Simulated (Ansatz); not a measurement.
# HOF (hypofluorous acid): MP2/aug-cc-pVTZ

What is the electronic atomisation energy of HOF (hypofluorous acid) at MP2/aug-cc-pVTZ? 

The results are computed with Ansatz 0.2.0.

48 further runs of the same task are left out: 48 set aside as unsound or not needed.

### Step 1. Starting point

HOF has 3 atoms, charge 0, and is taken as a singlet. SMILES: `OF`. The coordinates come from a PBE0-D4/def2-TZVP relaxation.

Bond lengths: O1–F2 1.406 Å, O1–H3 0.969 Å. Angles: F2–O1–H3 99.1°.

### Step 2. The energy at MP2/aug-cc-pVTZ

Contents of run.yaml:

```yaml
crystal:
  periodic: [false, false, false]
  atoms:
    - symbol: O
      position_ang: [0.430590, -0.210340, 0.216330]
    - symbol: F
      position_ang: [-0.221910, 1.014620, -0.010980]
    - symbol: H
      position_ang: [-0.208690, -0.804280, -0.205350]
basis:
  gaussian:
    orbitals: aug-cc-pVTZ
correlation:
  method: mp2
  frozen_orbitals: {F: 1, H: 0, O: 1}
accuracy: high
```

The run is started by

```bash
$ ansatz run run.yaml --threads 1 --pin off --max-ram 3480MiB --events-out events.jsonl --progress --plain --runs-dir runs
```

Standard output:

```text
Warning: RAYON_NUM_THREADS=1 ignored (pool sized by the plan → 1); use --threads N
Functional definition: HF
  name "HF"
  exchange = exact_x
  correlation = 0
1764 factors; integrals over basis functions are off by at most 3.3e-9 eV
mean field evaluation 1: about -4756.2279 eV, gradient 1.9e1 eV
mean field evaluation 2: about -4756.2282 eV, gradient 1.9e1 eV
mean field evaluation 4: about -4756.8028 eV, gradient 1.1e0 eV
mean field evaluation 8: about -4756.8065 eV, gradient 6.5e-5 eV
mean field -4756.80649270 eV, -174.8094143274 hartree, gradient 9.9e-9 eV, S^2 0.000000; 0 other end points of the search recorded, 0 dependent functions left out
2 core orbitals not correlated: weight in the atoms' cores, before any rotation towards them, 1.000 or more for the frozen orbitals, at most 0.000 for the correlated occupied ones
reference -4756.80649270 eV, -174.8094143274 hartree; 7, 7 occupied and 106, 106 virtual orbitals, 1764 factors
second order -14.06831925 eV of doubles, -0.00000000 eV of singles
Total energy: -4770.87481195 eV, -175.3264155241 hartree
```

Wall time 2.6 s (1 thread of Arm Neoverse V2, shared host); peak memory 0.24 GiB.

### Step 3. The F atom, same level

Contents of molecule.yaml:

```yaml
crystal:
  periodic: [false, false, false]
  atoms:
    - {symbol: F, position_ang: [0.000000, 0.000000, 0.000000]}
basis:
  gaussian:
    orbitals: aug-cc-pVTZ
magnetization:
  spin_polarized: true
  initial_magnetization: 1
correlation:
  method: mp2
  frozen_orbitals: {F: 1}
accuracy: high
```

Run the same way, it converges to -99.61211 Eh (log not shown).

### Step 4. The H atom: a single-point energy at UHF/aug-cc-pVTZ

Contents of job.yaml:

```yaml
crystal:
  periodic: [false, false, false]
  atoms:
    - {symbol: H, position_ang: [0.000000, 0.000000, 0.000000]}
basis:
  gaussian: {orbitals: aug-cc-pVTZ}
hamiltonian: {xc: hf}
magnetization: {spin_polarized: true, initial_magnetization: 1}
accuracy: high
```

Run the same way, it converges to -0.49982 Eh (log not shown).

### Step 5. The O atom

Contents of run.yaml:

```yaml
crystal:
  periodic: [false, false, false]
  atoms:
    - {symbol: O, position_ang: [0.000000, 0.000000, 0.000000]}
basis:
  gaussian:
    orbitals: aug-cc-pVTZ
correlation:
  method: mp2
  frozen_orbitals: {O: 1}
magnetization:
  spin_polarized: true
  initial_magnetization: 2
accuracy: high
```

Run the same way, it converges to -74.95929 Eh (log not shown).

### Step 6. Summary of results

At MP2/aug-cc-pVTZ, 2 core orbitals frozen:

| quantity | value |
| --- | --- |
| molecule: total energy | -175.32642 Eh |
| molecule: correlation energy (2 core orbitals frozen) | -517.0 mEh |
| F atom: total energy | -99.61211 Eh |
| F atom: correlation energy (1 core orbital frozen) | -205.2 mEh |
| F atom: ⟨S²⟩ of the reference determinant | 0.754 |
| H atom: total energy | -0.49982 Eh |
| H atom: ⟨S²⟩ | 0.750 |
| O atom: total energy | -74.95929 Eh |
| O atom: correlation energy (1 core orbital frozen) | -146.3 mEh |
| O atom: ⟨S²⟩ of the reference determinant | 2.009 |
| electronic atomisation energy | 6.944 eV |

What this shows: Taking the molecule apart into free atoms costs 6.94 eV (160 kcal/mol), before zero-point energy and without spin-orbit coupling.
